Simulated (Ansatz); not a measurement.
# CH4ClSSi radical: up Jacob's ladder to CCSD(T)

One table from this session's results is given with a row withheld; the runs are named, their logs left out.

The runs use Ansatz 0.2.0, Gaussian basis; functionals in def2-TZVPP, the program's frozen cores in correlated methods.

Levels to be run: LDA (SPW92), PBE-D4, revPBE-D4, BLYP-D4, r2SCAN-D4, B97M-V, PBE0-D4, B3LYP-D4, r2SCANh-D4, r2SCAN0-D4, HSE06-D4, BHLYP-D4, CAM-B3LYP-D4, LC-ωPBE, ωB97X-V, ωB97M-V, B2PLYP, PBE-QIDH; CCSD(T)/def2-SVP; CCSD(T)/def2-TZVPP; MP2/def2-QZVPP; extrapolation to the limit; RPA on PBE.

## The relaxed structure

The geometry comes from an earlier relaxation with PBE0-D4 in a triple-zeta def2 set; it is a stationary point, not always the lowest conformer.

SMILES `C[SiH]([S])Cl`, 8 atoms, charge 0, spin multiplicity 2.

Atoms are counted from 1 here; the program's logs count them from 0.

Bond lengths: C1–Si2 1.859 Å, C1–H5 1.092 Å, C1–H6 1.092 Å, C1–H7 1.092 Å, Si2–S3 2.113 Å, Si2–Cl4 2.061 Å, Si2–H8 1.484 Å. Angles: Si2–C1–H5 109.3°, Si2–C1–H6 110.3°, Si2–C1–H7 110.6°, H5–C1–H6 109.3°, H5–C1–H7 108.4°, H6–C1–H7 108.9°, C1–Si2–S3 109.8°, C1–Si2–Cl4 108.4°, C1–Si2–H8 113.5°, S3–Si2–Cl4 113.1°, S3–Si2–H8 105.6°, Cl4–Si2–H8 106.5°.

Set-up of the first run:

The input, in.yaml:

```yaml
crystal:
  periodic: [false, false, false]
  atoms:
    - {symbol: C, position_ang: [-0.162273, 1.003634, -0.149729]}
    - {symbol: Si, position_ang: [0.068243, -0.811344, 0.179403]}
    - {symbol: S, position_ang: [2.014713, -1.164071, 0.922109]}
    - {symbol: Cl, position_ang: [-0.334139, -1.843151, -1.558218]}
    - {symbol: H, position_ang: [-1.167060, 1.175127, -0.542713]}
    - {symbol: H, position_ang: [-0.033360, 1.575078, 0.771305]}
    - {symbol: H, position_ang: [0.560797, 1.354618, -0.888366]}
    - {symbol: H, position_ang: [-0.854723, -1.347091, 1.210410]}
basis:
  gaussian: {orbitals: def2-TZVPP}
magnetization: {spin_polarized: true, initial_magnetization: 1}
hamiltonian: {xc: lda}
output: {orbitals: {seedname: orbitals}}
```

Command:

```bash
$ ansatz run in.yaml --threads 4 --pin off --events-out ev --progress --plain --max-ram 10444MiB
```

Among the steps run: LDA; PBE-D4 (GGA); revPBE-D4 (GGA); BLYP-D4 (GGA); r2SCAN-D4 (meta-GGA); B97M-V (meta-GGA); PBE0-D4 (hybrid); B3LYP-D4 (hybrid); r2SCANh-D4 (hybrid); r2SCAN0-D4 (hybrid); HSE06-D4 (hybrid); BHLYP-D4 (hybrid); CAM-B3LYP-D4 (range-separated); LC-ωPBE (range-separated); ωB97X-V (range-separated); ωB97M-V (range-separated); B2PLYP (double hybrid); PBE-QIDH (double hybrid).

One table of the session follows, with a row left open; its other results are not shown here.

It belongs to the step «Orbital energies across the functionals». 

| functional | HOMO (eV) | LUMO (eV) | gap (eV) |
| --- | --- | --- | --- |
| LDA (SPW92) | -6.37 | -6.25 | 0.12 |
| PBE-D4 | -6.30 | -5.84 | 0.47 |
| revPBE-D4 | -6.26 | -5.73 | 0.54 |
| BLYP-D4 | -6.14 | -5.78 | 0.36 |
| r2SCAN-D4 | -6.63 | -5.50 | 1.12 |
| B97M-V | -6.68 | -5.68 | 1.00 |
| PBE0-D4 | -7.59 | -4.73 | 2.86 |
| B3LYP-D4 | -7.34 | -5.10 | 2.24 |
| r2SCANh-D4 | -7.09 | -5.09 | 2.00 |
| r2SCAN0-D4 | -7.79 | -4.47 | 3.32 |
| HSE06-D4 | -7.19 | -5.12 | 2.07 |
| BHLYP-D4 | ? | ? | ? |
| CAM-B3LYP-D4 | -8.94 | -3.61 | 5.33 |
| LC-ωPBE | -10.40 | -2.16 | 8.24 |
| ωB97X-V | -10.01 | -2.65 | 7.36 |
| ωB97M-V | -9.79 | -2.76 | 7.03 |

Q: Estimate the row for BHLYP-D4 from the others.

Worked estimate for «HOMO (eV)». Against the share of exact exchange, BLYP-D4 (0, -6.14), B3LYP-D4 (0.2, -7.34) give a slope of -6.00 per unit share; at 0.5 the line stands at -9.14.

As computed: HOMO (eV): -8.71; LUMO (eV): -3.60; gap (eV): 5.11. In «HOMO (eV)» the line misses by -0.43.
